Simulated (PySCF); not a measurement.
# C4H9ClO2S: the cost of one run

The runs use PySCF 2.14.0, with density-fitted response routines of our own; the level of theory stands in each step. All values are computed, except where a source is named. Atoms are numbered from 0 throughout.

### Step 1. Starting geometry

17 atoms, charge 0, multiplicity 1; geometry from: GFN2-xTB. The atoms were then displaced at random by about 0.01 Å, so the start is not that level's minimum.

Bonds of the start (Å): C0–C1 1.52, C1–C2 1.53, C1–C3 1.54, C1–S4 1.84, S4–O5 1.42, S4–O6 1.43, S4–Cl7 2.06, C0–H8 1.06, C0–H9 1.12, C0–H10 1.07, C2–H11 1.08, C2–H12 1.09, C2–H13 1.10, C3–H14 1.10, C3–H15 1.07, C3–H16 1.09.

### Step 2. Optimising the geometry at PBE0-D3(BJ)/def2-TZVP

Job settings and geometry (Å):

```
{"job": {"xc": "PBE0", "basis": "def2-TZVP", "d3": "d3bj", "grid": 2, "shake": 0.01, "kind": "geom"}, "charge": 0, "multiplicity": 1}
C     -0.024740    -0.640180     1.438360
C     -0.052650    -0.202720    -0.018980
C     -1.403360    -0.408320    -0.709600
C      1.156830    -0.707200    -0.824820
S      0.104370     1.629160    -0.022460
O      0.247800     2.149000    -1.341420
O     -0.866010     2.229840     0.836700
Cl     1.921210     1.950580     0.901970
H     -0.262400    -1.672520     1.545410
H     -0.807540    -0.057120     1.985640
H      0.913550    -0.418050     1.898520
H     -1.606340    -1.467220    -0.768120
H     -1.388800     0.029250    -1.711670
H     -2.189440     0.087800    -0.129300
H      1.031570    -1.793640    -0.980860
H      2.060140    -0.496100    -0.298570
H      1.149300    -0.200700    -1.790600
```

Launch:

```sh
> OMP_NUM_THREADS=2 python probes_run.py task.json out
```

This one command runs all jobs of the session in turn.

Q: Estimate the wall time and peak memory of this first job on 2 threads of AMD EPYC, shared host.

About 7.2 min, with a peak of 2.1 GiB.
